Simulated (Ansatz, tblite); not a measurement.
# Ge(vinyl)2(NMe2)2 (C8H18GeN2): rung by rung

One table from this session's results is given with a row withheld; the runs are named, their logs left out.

Program: Ansatz 0.2.0, Gaussian basis. Level of theory: as each input shows. These are calculated values, not measurements.

Levels to be run: GFN1-xTB, GFN2-xTB, PBE-D4/def2-TZVP, r2SCAN-D4/def2-TZVP, BLYP-D4/def2-TZVP, B97M-V/def2-TZVP, LDA/def2-TZVP, PBE-D4/def2-SVP, PBE0-D4/def2-SVP, HF/STO-3G, CCSD(T)/def2-SVP, MP2/def2-TZVP, RPA/def2-TZVP.

**The structure**

The singlet was relaxed beforehand with PBE-D4/def2-SVP.

29 atoms, charge 0, spin multiplicity 1.

Bond lengths: Ge1–C2 1.962 Å, Ge1–C7 1.952 Å, Ge1–N12 1.850 Å, Ge1–N21 1.870 Å, C2–C3 1.347 Å, C2–H4 1.106 Å, C3–H5 1.105 Å, C3–H6 1.105 Å, C7–C8 1.346 Å, C7–H9 1.105 Å, C8–H10 1.105 Å, C8–H11 1.104 Å, N12–C13 1.446 Å, N12–C14 1.446 Å, C13–H15 1.116 Å, C13–H16 1.108 Å, C13–H17 1.121 Å, C14–H18 1.109 Å and more. Angles: C2–Ge1–C7 111.9°, C2–Ge1–N12 108.2°, C2–Ge1–N21 112.7°, C7–Ge1–N12 108.8°, C7–Ge1–N21 105.9°, N12–Ge1–N21 109.3°, Ge1–C2–C3 123.5°, Ge1–C2–H4 117.7°, C3–C2–H4 118.7°, C2–C3–H5 122.2°, C2–C3–H6 122.1°, H5–C3–H6 115.7°, Ge1–C7–C8 122.2°, Ge1–C7–H9 118.2°, C8–C7–H9 119.6°, C7–C8–H10 120.8°, C7–C8–H11 122.4°, H10–C8–H11 116.8° and more.

PBE0-D4/def2-TZVP was run before; its log isn't repeated, and its numbers join the tables.

Set-up of the first run:

Tight binding, by tblite at 300 K electronic temperature and without a spin-polarisation term:

```python
tblite.interface.Calculator('GFN1-xTB', numbers, positions, charge=0, uhf=0).singlepoint()
```

Tight binding, by tblite at 300 K electronic temperature and without a spin-polarisation term:

```python
tblite.interface.Calculator('GFN2-xTB', numbers, positions, charge=0, uhf=0).singlepoint()
```

start.molden holds the orbitals of an earlier run on this state, given as this run's starting guess.

in.yaml reads:

```yaml
crystal:
  periodic: [false, false, false]
  atoms:
    - {symbol: Ge, position_ang: [0.398577, -0.010502, 0.307714]}
    - {symbol: C, position_ang: [0.322693, -0.149506, 2.263467]}
    - {symbol: C, position_ang: [0.976766, 0.683996, 3.094668]}
    - {symbol: H, position_ang: [-0.264085, -0.980867, 2.697662]}
    - {symbol: H, position_ang: [1.577796, 1.533737, 2.723478]}
    - {symbol: H, position_ang: [0.941497, 0.566237, 4.192992]}
    - {symbol: C, position_ang: [2.236827, 0.004250, -0.349832]}
    - {symbol: C, position_ang: [2.581736, -0.550924, -1.527046]}
    - {symbol: H, position_ang: [3.007137, 0.504830, 0.264524]}
    - {symbol: H, position_ang: [1.829330, -1.062288, -2.153420]}
    - {symbol: H, position_ang: [3.617082, -0.527862, -1.910812]}
    - {symbol: N, position_ang: [-0.426586, 1.568217, -0.190844]}
    - {symbol: C, position_ang: [-1.515962, 2.141387, 0.567502]}
    - {symbol: C, position_ang: [-0.340728, 2.018748, -1.562636]}
    - {symbol: H, position_ang: [-1.445990, 3.255537, 0.584199]}
    - {symbol: H, position_ang: [-1.486112, 1.792595, 1.619100]}
    - {symbol: H, position_ang: [-2.528382, 1.890902, 0.155477]}
    - {symbol: H, position_ang: [0.557221, 1.596569, -2.057433]}
    - {symbol: H, position_ang: [-1.231147, 1.735390, -2.182111]}
    - {symbol: H, position_ang: [-0.256189, 3.130896, -1.611263]}
    - {symbol: N, position_ang: [-0.441577, -1.443902, -0.549796]}
    - {symbol: C, position_ang: [0.037249, -2.785330, -0.288359]}
    - {symbol: C, position_ang: [-1.866435, -1.367074, -0.792479]}
    - {symbol: H, position_ang: [-0.430779, -3.265765, 0.611701]}
    - {symbol: H, position_ang: [1.136011, -2.785867, -0.135068]}
    - {symbol: H, position_ang: [-0.174680, -3.459251, -1.152659]}
    - {symbol: H, position_ang: [-2.170310, -0.317226, -0.976952]}
    - {symbol: H, position_ang: [-2.147936, -1.960206, -1.695159]}
    - {symbol: H, position_ang: [-2.493044, -1.756730, 0.053405]}
basis:
  gaussian: {orbitals: def2-TZVP, fitting: {mean_field: def2-universal-jkfit}, initial_orbitals: start.molden}
hamiltonian: {xc: pbe, dispersion: d4}
scf: {omitted_lower_state_checks: [starts]}
output: {orbitals: {seedname: orbitals}}
```

The run is started by

```console
ansatz run in.yaml --threads 2 --pin off --events-out ev --progress --plain --max-ram 32768MiB --backend cuda --devices 0, --max-vram 18GiB
```

Among the steps run: PBE-D4/def2-TZVP; r2SCAN-D4/def2-TZVP; BLYP-D4/def2-TZVP; B97M-V/def2-TZVP; LDA/def2-TZVP; PBE-D4/def2-SVP; PBE0-D4/def2-SVP; HF/STO-3G; CCSD(T)/def2-SVP; MP2/def2-TZVP; RPA/def2-TZVP.

One of the session's tables, all rows but one given; the rest of the session is left out.

It belongs to the step «Binding energy». 

```
             method  binding an atom (eV)
          HF/STO-3G                 3.627
        HF/def2-SVP                 2.983
       HF/def2-TZVP                 2.926
      LDA/def2-TZVP                 4.621
    PBE-D4/def2-SVP                 4.173
   PBE-D4/def2-TZVP                 4.135
  BLYP-D4/def2-TZVP                 4.043
r2SCAN-D4/def2-TZVP                 4.040
   B97M-V/def2-TZVP                 4.035
   PBE0-D4/def2-SVP                 4.107
  PBE0-D4/def2-TZVP                     ?
       MP2/def2-SVP                 3.895
      MP2/def2-TZVP                 3.950
      CCSD/def2-SVP                 3.823
   CCSD(T)/def2-SVP                 3.868
```

**Question.** Estimate the row for PBE0-D4/def2-TZVP.

**Answer.** binding an atom (eV): 4.065. In the column «binding an atom (eV)» it lies between BLYP-D4/def2-TZVP (4.043) and PBE0-D4/def2-SVP (4.107).

Limits of these values: Free atoms were run apart at each level; binding is atoms less cluster, divided by the number of atoms, without zero-point or spin-orbit terms.
